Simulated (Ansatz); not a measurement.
# Cl2GeH2: vertical and adiabatic energies of changing the electron count, by script

The task is vertical and adiabatic energies of changing the electron count, for Cl2GeH2.

All numbers are computed with Ansatz 0.2.0 through its Python package. Level of theory: CAM-B3LYP/def2-SVP.

### 1 The system

Bond lengths: Cl1–Ge2 2.133 Å, Ge2–Cl3 2.136 Å, Ge2–H4 1.539 Å, Ge2–H5 1.548 Å. Angles: Cl1–Ge2–Cl3 107.7°, Cl1–Ge2–H4 112.8°, Cl1–Ge2–H5 111.1°, Cl3–Ge2–H4 107.6°, Cl3–Ge2–H5 109.9°, H4–Ge2–H5 107.7°.

No structure file is read: the coordinates are typed or built in the script.

### 2 Script

The input, adiabatic.py:

```python
"""How Cl2GeH2 relaxes after losing an electron."""

import itertools

import ansatz as az
from ase.data import atomic_numbers, covalent_radii
import numpy as np


def main() -> None:
    geometry_ang = [
        ("Cl", (-1.7732, -0.1798, 1.0313)),
        ("Ge", (0.0027, 0.0665, -0.1238)),
        ("Cl", (1.5546, -1.0546, 0.8237)),
        ("H", (-0.143, -0.4638, -1.5608)),
        ("H", (0.4089, 1.558, -0.2118)),
    ]
    molecule = az.Crystal.molecule()
    for symbol, xyz in geometry_ang:
        molecule = molecule.atom(symbol, xyz)

    base = (
        molecule.calculation()
        .basis(gaussian="def2-SVP")
        .functional("cam_b3lyp")
    )
    symbols = [site.symbol for site in molecule.cartesian_sites]
    start = np.array([site.position_ang for site in molecule.cartesian_sites], dtype=float)
    data = base.relax(force_tolerance=0.01, max_steps=100).run(threads=1).report
    end = np.array(data["positions_ang"])

    minimum = az.Crystal.molecule()
    for symbol, place in zip(symbols, end):
        minimum = minimum.atom(symbol, place.tolist())
    ion = (
        minimum.calculation()
        .basis(gaussian="def2-SVP")  # the orbital basis, by name
        .functional("cam_b3lyp")
        .charge(1)  # electrons removed from the neutral system
        .spin("collinear", total=1)
    )
    vertical = ion.run(threads=1).report
    settled = ion.relax(force_tolerance=0.01, max_steps=80).run(threads=1).report
    print(f"vertical ionisation energy   {vertical['free_energy_ev'] - data['free_energy_ev']:.3f} eV")
    print(f"adiabatic, no zero point     {settled['free_energy_ev'] - data['free_energy_ev']:.3f} eV")
    print(f"relaxation energy of the ion {vertical['free_energy_ev'] - settled['free_energy_ev']:.3f} eV")
    ionised = np.array(settled["positions_ang"])
    # pairs closer than 1.2 times the sum of covalent radii, before or after
    radius = [covalent_radii[atomic_numbers[s]] for s in symbols]
    span = lambda where, i, j: np.linalg.norm(where[i] - where[j])
    bonded = [(i, j) for i, j in itertools.combinations(range(len(symbols)), 2) if min(span(end, i, j), span(ionised, i, j)) < 1.2 * (radius[i] + radius[j])]
    print("pair        before    after (A)")
    for i, j in bonded:
        print(f"{symbols[i]}{i}-{symbols[j]}{j}".ljust(10), f"{span(end, i, j):8.4f} {span(ionised, i, j):8.4f}")
    for first, second in list(itertools.combinations(bonded, 2)):
        shared = set(first) & set(second)
        if shared and symbols[(j := shared.pop())] != "H":
            i, k = sorted((set(first) | set(second)) - {j})
            u, v = ionised[i] - ionised[j], ionised[k] - ionised[j]
            angle = np.degrees(np.arccos(np.clip(u @ v / np.linalg.norm(u) / np.linalg.norm(v), -1, 1)))
            print(f"final angle {symbols[i]}{i}-{symbols[j]}{j}-{symbols[k]}{k}: {angle:.2f} deg")


if __name__ == "__main__":
    main()
```

### 3 The run

Command:

```console
$ python adiabatic.py
```

Without the output at hand: what should come out? Wanted: vertical ionisation energy; adiabatic ionisation energy, no zero point.

**Answer**, as computed:

| quantity | value |
| --- | --- |
| vertical ionisation energy | 11.329 eV |
| adiabatic ionisation energy, no zero point | 11.206 eV |
| runs compared | 3 |

The ionisation energy is a difference of two total energies at the neutral geometry; letting the ion relax lowers it by 0.12 eV. In CPU time, run 3 cost about 12 times as much as run 2. Run 1: After 4 moves the largest shift is 0.080 Å, of atom 4 (H). Run 3: The relaxation took 13 moves; the largest shift is 0.251 Å, of atom 2 (Ge). The energies are electronic: no zero-point or thermal terms, and the basis set is short of its limit. The product may relax into another structure. The relaxation finds the nearest minimum, so the adiabatic value is an upper bound.
